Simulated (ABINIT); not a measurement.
Wanted: the native input for an ABINIT 10.8.3 (patched build) run.

```yaml
Task: band structure
Functional: PBEsol
Potentials_or_basis: PseudoDojo NC SR PBEsol v0.4.1 standard
Cutoff: 1170 eV
k_mesh: 6 × 6 × 6
Occupations: fermi-dirac, width 0.05 eV
Spin: no spin polarisation
```

Crystal: Sn3Se.

```
Sn Se
1.0
     0.00000    3.73314    3.73314
     3.73314    0.00000    3.73314
     3.73314    3.73314    0.00000
Sn Se
3 1
Direct
  0.50000 0.50000 0.50000
  0.75000 0.75000 0.75000
  0.25000 0.25000 0.25000
  0.00000 0.00000 0.00000
```

The cell comes from a database or a generator and needn't be the stable form of this composition.

One way to write it, as run:

run.abi

```
ndtset 2

pp_dirpath "./"
pseudos "Sn.upf, Se.upf"

acell 5.2794543898 5.2794543898 5.2794543898 Angstrom
rprim
     0.0000000000     0.7071067812     0.7071067812
     0.7071067812     0.0000000000     0.7071067812
     0.7071067812     0.7071067812     0.0000000000
ntypat 2
znucl 50 34
natom 4
typat 1 1 1 2
xred
     0.5000000000     0.5000000000     0.5000000000
     0.7500000000     0.7500000000     0.7500000000
     0.2500000000     0.2500000000     0.2500000000
     0.0000000000     0.0000000000     0.0000000000

ecut 43.0

ixc -116133

occopt 3
tsmear 0.00183747

nstep 100

iomode 3
prtwf 0
prteig 0
prtebands 0
prtden1 1

kptopt1 1
ngkpt1 6 6 6
nshiftk1 1
shiftk1 0.0 0.0 0.0
nband1 35
tolvrs1 1.0e-10

iscf2 -2
getden2 1
nband2 41
nbdbuf2 4
tolwfr2 1.0e-11
kptopt2 -9
ndivsm2 8
prteig2 1
prtvol2 -3
kptbounds2
     0.0000000000     0.0000000000     0.0000000000
     0.5000000000     0.0000000000     0.5000000000
     0.5000000000     0.2500000000     0.7500000000
     0.3750000000     0.3750000000     0.7500000000
     0.0000000000     0.0000000000     0.0000000000
     0.5000000000     0.5000000000     0.5000000000
     0.6250000000     0.2500000000     0.6250000000
     0.5000000000     0.2500000000     0.7500000000
     0.5000000000     0.5000000000     0.5000000000
     0.3750000000     0.3750000000     0.7500000000
```

Potentials or basis: PseudoDojo NC SR PBEsol v0.4.1 standard.

Run with:

```bash
$ abinit run.abi > log 2>&1
```

Results of the run:

```
Pressure                                              : -3.1 GPa
Band gap on the k mesh                                : none (metal or under the smearing width)
Valence electrons inside the program's atomic spheres : Sn 10.52, 10.49; Se 13.12
```

Caveat: spin-orbit coupling is left out, which moves the levels of the heavy elements.

Wall time 28 min on 1 thread of Arm Neoverse V1, on a shared host, peak memory 0.9 GiB.
